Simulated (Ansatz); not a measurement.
**GeH2S (SMILES [SH][GeH]): functionals against CCSD(T) at one geometry**

One table from this session's results is given with a row withheld; the runs are named, their logs left out.

Program: Ansatz 0.2.0, Gaussian basis. Level of theory: single points in def2-TZVPP. These are calculated values, not measurements.

Cores are frozen in the correlated methods. Filled d shells of the heavier atoms are correlated.

## The starting structure

SMILES `[SH][GeH]`, 4 atoms, charge 0, spin multiplicity 1.

Atoms are counted from 1 here; the program's logs count them from 0.

Bond lengths: S1–Ge2 2.265 Å, S1–H3 1.303 Å, Ge2–H4 1.640 Å. Angles: Ge2–S1–H3 99.4°, S1–Ge2–H4 92.0°.

Geometry (Å):

```xyz
4

S    -0.4356   -1.2257    0.2882
Ge   -0.8603    0.7639   -0.7081
H     0.7928   -1.0156    0.6699
H     0.6050    1.3583   -0.2737
```

Set-up of the first run:

The input, run/in.yaml:

```yaml
crystal:
  periodic: [false, false, false]
  atoms:
    - {symbol: S, position_ang: [-0.435600, -1.225700, 0.288200]}
    - {symbol: Ge, position_ang: [-0.860300, 0.763900, -0.708100]}
    - {symbol: H, position_ang: [0.792800, -1.015600, 0.669900]}
    - {symbol: H, position_ang: [0.605000, 1.358300, -0.273700]}
basis:
  gaussian: {orbitals: def2-TZVPP}
correlation: {method: ccsd_t}
output: {forces: true}
```

The command line of these runs was not kept.

Among the steps run: CCSD(T)/def2-TZVPP; PBE0-D4/def2-TZVPP; wB97M-V/def2-TZVPP; r2SCAN-D4/def2-TZVPP; PBE-D4/def2-TZVPP; BLYP-D4/def2-TZVPP; B97M-V/def2-TZVPP.

One of the session's tables, all rows but one given; the rest of the session is left out.

```
   method  RMS force component (eV/Å)  angle to CCSD(T) forces (°)  dipole (D)
  CCSD(T)                       0.558                    reference        0.92
  PBE0-D4                       0.566                          6.7        0.95
  wB97M-V                       0.561                          3.7        1.02
r2SCAN-D4                       0.569                          6.4        0.85
   PBE-D4                       0.597                         22.0        0.77
  BLYP-D4                           ?                            ?           ?
   B97M-V                       0.504                          7.1        0.79
```

**Question.** Estimate the row for BLYP-D4.

The run gave: RMS force component (eV/Å): 0.561; angle to CCSD(T) forces (°): 31.0; dipole (D): 0.70.
